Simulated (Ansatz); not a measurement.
I need a ladder of methods at one geometry of C2H3FSe, SMILES CC(F)=[Se]. Use Ansatz 0.2.0, Python API. Level of theory (for the species named): CAM-B3LYP, def2-SVP basis, multiplicity 1. The script varies functional: cam_b3lyp, hse06, blyp, revpbe, r2scan0, b3lyp.

```
atom    x (Å)    y (Å)    z (Å)
   C   0.1653   0.6656  -0.0139
   C  -0.0860  -0.7685   0.0401
   F   0.8817  -1.5759   0.4661
  Se  -1.4196  -1.6398  -0.3927
   H  -0.0132   1.0455  -1.0904
   H  -0.6316   1.2281   0.6203
   H   1.1646   0.9769   0.3247
```

`methods_c2h3fse.py`:
```python
"""C2H3FSe at several levels of theory."""

from pathlib import Path

import ansatz as az
import numpy as np


def main() -> None:
    geometry = (
        az.Crystal.molecule()
        .atom("C", (0.1653, 0.6656, -0.0139))
        .atom("C", (-0.086, -0.7685, 0.0401))
        .atom("F", (0.8817, -1.5759, 0.4661))
        .atom("Se", (-1.4196, -1.6398, -0.3927))
        .atom("H", (-0.0132, 1.0455, -1.0904))
        .atom("H", (-0.6316, 1.2281, 0.6203))
        .atom("H", (1.1646, 0.9769, 0.3247))
    )

    setup = geometry.calculation().basis(gaussian="def2-SVP")

    print("functional    E (Ha)        dipole (D)   HOMO (eV)  LUMO (eV)")
    for name in ["cam_b3lyp", "hse06", "blyp", "revpbe", "r2scan0", "b3lyp"]:
        r = setup.functional(name).forces().orbitals().run(runs_dir="runs").report
        lines = Path(r["orbitals_path"]).read_text().splitlines()
        field_of = lambda key: [line.split("=")[1].strip() for line in lines if line.startswith(key)]
        orbitals = [(27.211386 * float(e), s, float(n)) for e, s, n in zip(field_of("Ene="), field_of("Spin="), field_of("Occup="))]
        homo = max(e for e, _, n in orbitals if n > 0.5)
        lumo = min(e for e, _, n in orbitals if n < 0.5)
        dipole = 4.803205 * np.linalg.norm(r["charge_distribution"]["dipole_moment_e_ang"])
        print(f"{name:10s} {r['free_energy_ev'] / 27.211386246:14.6f} {dipole:9.3f} {homo:11.3f} {lumo:10.3f}")


if __name__ == "__main__":
    main()
```

`python methods_c2h3fse.py` gives:
```text
functional    E (Ha)        dipole (D)   HOMO (eV)  LUMO (eV)
cam_b3lyp    -2578.988077     2.591      -7.621     -0.707
hse06        -2578.459971     2.639      -5.972     -2.279
blyp         -2578.925479     2.441      -4.874     -2.507
revpbe       -2578.686755     2.509      -5.063     -2.632
r2scan0      -2578.808864     2.763      -6.567     -1.881
b3lyp        -2578.970770     2.546      -6.059     -2.043
```

What to keep in mind:
- Total energies depend on the basis set; only differences at equal settings carry meaning.
- The geometry is a force-field or estimated start, not a minimum of this method, and the basis set is short of its limit. A lower total doesn't mark the better method: functionals have no common bound, and MP2 and coupled cluster aren't variational.
- b3lyp holds the VWN-RPA fit, as in Gaussian; the form of ORCA and Turbomole is b3lyp5.
- Levels such as HOMO and LUMO are orbital energies: with these approximate functionals they aren't the ionisation energy and electron affinity, and their gap isn't the fundamental gap.
- hse06 follows the composition of plane-wave codes, whose totals differ by tens of mHa, up to about 0.1 Ha, from the form usual in Gaussian-basis programs (wpbeh).
- Hardware and time: 18 s on 1 thread of Arm Neoverse V2, on a shared host, peak memory 0.26 GiB.

(Lines on the test bed's own set-up are left out of the output.)
